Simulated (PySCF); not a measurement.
# BiS2: a ladder of methods

Aim: at the PBE0 minimum of doublet BiS2, found before, compare methods on energies and levels.

Computed with PySCF 2.14.0. Level: several methods, basis Bi def2-TZVP with ECP60, S def2-TZVP, scalar-relativistic core potentials, no spin–orbit coupling, density fitting.

### Step 1. Where the work starts

3 atoms, charge 0, spin multiplicity 2.

Bond lengths: Bi1–S2 2.361 Å, Bi1–S3 2.361 Å. Angles: S2–Bi1–S3 84.4°.

```xyz
3
charge 0 multiplicity 2
Bi    0.0000    0.0000   -0.4099
S     1.5861    0.0000    1.3387
S    -1.5861    0.0000    1.3387
```

### Step 2. PBE0

One driver script runs all steps and calls PySCF; scf.py shows the equivalent input of each level. Each SCF starts from the density of the minimum. The driver also runs the species with one electron less or more at the same geometry (one less: multiplicity 3, one more: multiplicity 1); their logs are not shown.

The input, scf.py:

```python
from pyscf import gto, scf, dft
mol = gto.M(atom='''
Bi     0.000000     0.000000    -0.409910
S      1.586123    -0.000000     1.338694
S     -1.586123     0.000000     1.338694''',
    basis={'Bi': 'def2-TZVP', 'S': 'def2-TZVP'},
    ecp={'Bi': 'def2-TZVP'},
    charge=0, spin=1)
mf = dft.UKS(mol, xc='PBE0')
mf.grids.atom_grid = (99, 590)
aux = {'Bi': 'def2-universal-JKFIT', 'S': 'def2-universal-JKFIT'}
mf = mf.density_fit(auxbasis=aux)
mf.kernel()
```

### Step 3. HF

Edit scf.py of step 2 so:

```diff
@@ -9,2 +9 @@
-mf = dft.UKS(mol, xc='PBE0')
-mf.grids.atom_grid = (99, 590)
+mf = scf.UHF(mol)
```

### Step 4. MP2

Edit scf.py of step 3 so:

```diff
@@ -12,0 +13,2 @@
+from pyscf.mp import dfump2
+dfump2.DFUMP2(mf, frozen=14).kernel()  # the driver gives MP2 a fitting basis of its own (RI)
```

### Step 5. PBE

Edit scf.py of step 4 so:

```diff
@@ -9 +9,2 @@
-mf = scf.UHF(mol)
+mf = dft.UKS(mol, xc='PBE')
+mf.grids.atom_grid = (99, 590)
@@ -13,2 +13,0 @@
-from pyscf.mp import dfump2
-dfump2.DFUMP2(mf, frozen=14).kernel()  # the driver gives MP2 a fitting basis of its own (RI)
```

### Step 6. r2SCAN

Edit scf.py of step 5 so:

```diff
@@ -9 +9 @@
-mf = dft.UKS(mol, xc='PBE')
+mf = dft.UKS(mol, xc='R2SCAN')
```

### Step 7. B3LYP

Edit scf.py of step 6 so:

```diff
@@ -9 +9 @@
-mf = dft.UKS(mol, xc='R2SCAN')
+mf = dft.UKS(mol, xc='B3LYP')
```

### Step 8. TPSSh

Edit scf.py of step 7 so:

```diff
@@ -9 +9 @@
-mf = dft.UKS(mol, xc='B3LYP')
+mf = dft.UKS(mol, xc='TPSSH')
```

(Steps that only read results are left out.)

**Question.** What will these runs give? Wanted: atomisation energy, range; vertical ionisation energy, range; vertical electron affinity, range; orbital gap, range.

The runs gave:

| quantity | value |
| --- | --- |
| atomisation energy, range | 106 (HF) to 642 (PBE) kJ/mol |
| vertical ionisation energy, range | 7.29 (HF) to 9.12 (MP2) eV |
| vertical electron affinity, range | 1.56 (HF) to 2.38 (MP2) eV |
| orbital gap, range | 0.98 (PBE) to 7.26 (HF) eV |

**Reading.** The atomisation energy spreads over 536 kJ/mol, from HF to PBE; without a CCSD(T) value for it there is no yardstick here. Spin contamination is strong in at least one of the open-shell species at HF, MP2. Without diffuse functions electron affinities tend to come out too low. With an element this heavy the missing spin–orbit coupling can shift these numbers.
